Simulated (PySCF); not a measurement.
**Pb(NH2)4: forces at shaken geometries**

Aim: move all atoms of relaxed Pb(NH2)4 at random and read energies and forces. The structure is generated, not taken from experiment.

The runs use PySCF 2.14.0; B3LYP, Pb def2-SVP with ECP60, N def2-SVP, H def2-SVP; scalar-relativistic core potentials, no spin–orbit coupling.

2 further runs of the same task are left out: 1 for a known fault of the program, 1 that didn't finish.

## 1. The starting structure

13 atoms, charge 0, spin multiplicity 1.

Bond lengths: Pb1–N2 2.191 Å, Pb1–N5 2.177 Å, Pb1–N8 2.191 Å, Pb1–N11 2.174 Å, N2–H3 1.026 Å, N2–H4 1.026 Å, N5–H6 1.025 Å, N5–H7 1.025 Å, N8–H9 1.025 Å, N8–H10 1.025 Å, N11–H12 1.025 Å, N11–H13 1.025 Å. Angles: N2–Pb1–N5 107.2°, N2–Pb1–N8 119.7°, N2–Pb1–N11 104.7°, N5–Pb1–N8 108.0°, N5–Pb1–N11 112.5°, N8–Pb1–N11 104.9°, Pb1–N2–H3 106.2°, Pb1–N2–H4 107.4°, H3–N2–H4 104.8°, Pb1–N5–H6 107.3°, Pb1–N5–H7 107.6°, H6–N5–H7 106.1°, Pb1–N8–H9 107.5°, Pb1–N8–H10 106.3°, H9–N8–H10 105.0°, Pb1–N11–H12 106.6°, Pb1–N11–H13 106.3°, H12–N11–H13 104.5°.

As a file:

```
Pb    0.07135    0.08108   -0.05869
N    -0.12948   -1.33907    1.59813
H    -0.41228   -0.78787    2.41600
H     0.81046   -1.68079    1.82489
N    -0.17179   -1.04679   -1.90498
H    -0.14464   -2.04159   -1.66072
H     0.65493   -0.87370   -2.48527
N     1.89115    1.28756   -0.23874
H     2.68101    0.70040    0.04867
H     1.82673    2.01558    0.48037
N    -1.52523    1.52350    0.25207
H    -1.56572    2.10250   -0.59322
H    -2.40113    0.99055    0.23982
```

Formal oxidation states: Pb +4. An earlier session relaxed this geometry at B3LYP, Pb def2-SVP with ECP60, N def2-SVP, H def2-SVP (singlet, point group C1).

Its energy there is -416.521500 Eh.

## 2. Atoms moved at random, σ = 0.15 Å

Input file run.py (the lines that set the calculation):

```python
mol = gto.M(atom='''
Pb     0.02284    -0.01937    -0.05316
N      0.09291    -1.65753     1.55414
H     -0.60503    -0.74090     2.32099
H      0.61796    -1.45866     1.75973
N     -0.33782    -0.98119    -1.72049
H     -0.22763    -2.00513    -1.67068
H      0.86520    -0.90787    -2.49240
N      1.61970     1.18150    -0.29250
H      2.64270     0.82112     0.10798
H      2.20539     2.18055     0.64517
N     -1.53426     1.51849     0.40798
H     -1.49247     2.06301    -0.69957
H     -2.28411     0.93733     0.05114''',
    basis={'Pb': 'def2-SVP', 'N': 'def2-SVP', 'H': 'def2-SVP'},
    ecp={'Pb': 'def2-SVP'},
    charge=0, spin=0)
mf = dft.RKS(mol, xc='B3LYP')
mf.grids.atom_grid = (50, 194)
mf = mf.density_fit()  # fitting sets: Pb def2-universal-JKFIT, N def2-universal-JKFIT, H def2-universal-JKFIT
mf.conv_tol = 1e-08; mf.max_cycle = 55
mf.kernel(dm0)  # dm0: the density of the relaxed state
```

On the command line:

```sh
$ OMP_NUM_THREADS=2 python run.py
```

## 3. Atoms moved at random, σ = 0.1 Å

Input file run.py (the lines that set the calculation):

```python
mol = gto.M(atom='''
Pb     0.11328     0.05031    -0.10804
N     -0.23669    -1.31242     1.54969
H     -0.46526    -0.83409     2.37299
H      0.82877    -1.73107     1.75806
N     -0.26906    -1.07175    -1.79483
H     -0.03609    -1.98215    -1.60345
H      0.71609    -0.87582    -2.59342
N      1.95875     1.38631    -0.19741
H      2.70292     0.72233     0.14807
H      1.77937     2.22177     0.54627
N     -1.43260     1.45180     0.21998
H     -1.67477     1.97922    -0.80494
H     -2.39934     0.92693     0.42534''',
    basis={'Pb': 'def2-SVP', 'N': 'def2-SVP', 'H': 'def2-SVP'},
    ecp={'Pb': 'def2-SVP'},
    charge=0, spin=0)
mf = dft.RKS(mol, xc='B3LYP')
mf.grids.atom_grid = (50, 194)
mf = mf.density_fit()  # fitting sets: Pb def2-universal-JKFIT, N def2-universal-JKFIT, H def2-universal-JKFIT
mf.conv_tol = 1e-08; mf.max_cycle = 55
mf.kernel(dm0)  # dm0: the density of the relaxed state
```

## 4. Atoms moved at random, σ = 0.15 Å

Input file run.py (the lines that set the calculation):

```python
mol = gto.M(atom='''
Pb     0.17174     0.13781    -0.18041
N     -0.16349    -1.24878     1.41895
H     -0.31759    -0.83744     2.44750
H      0.69903    -1.51738     1.99839
N      0.02545    -1.12063    -1.90697
H     -0.09656    -2.15477    -1.73809
H      0.76117    -0.94780    -2.61235
N      1.80210     1.13148    -0.42731
H      2.52807     0.46162     0.24906
H      1.64497     1.90474     0.77284
N     -1.58881     1.85711     0.25211
H     -1.50146     2.27960    -0.56886
H     -2.37924     0.98582     0.21346''',
    basis={'Pb': 'def2-SVP', 'N': 'def2-SVP', 'H': 'def2-SVP'},
    ecp={'Pb': 'def2-SVP'},
    charge=0, spin=0)
mf = dft.RKS(mol, xc='B3LYP')
mf.grids.atom_grid = (50, 194)
mf = mf.density_fit()  # fitting sets: Pb def2-universal-JKFIT, N def2-universal-JKFIT, H def2-universal-JKFIT
mf.conv_tol = 1e-08; mf.max_cycle = 55
mf.kernel(dm0)  # dm0: the density of the relaxed state
```

What does the calculation give? Wanted: for each run, σ; energy rise; harmonic estimate −½ F·u; largest force component.

As calculated:

| σ (Å) | energy rise (eV) | harmonic estimate −½ F·u (eV) | largest force component (eV/Å) |
| --- | --- | --- | --- |
| 0.15 | 19.268 | 14.928 | 82.05 |
| 0.1 | 2.365 | 2.087 | 5.68 |
| 0.15 | 5.115 | 4.694 | 7.51 |

Every displacement raises the energy. For a harmonic well the rise equals −½ F·u; the two differ by at most 23 % here (a move with σ = 0.15 Å), from anharmonicity, the grid and the small forces left at the relaxed point. The bases are small and lack diffuse functions. Spin–orbit coupling is left out.
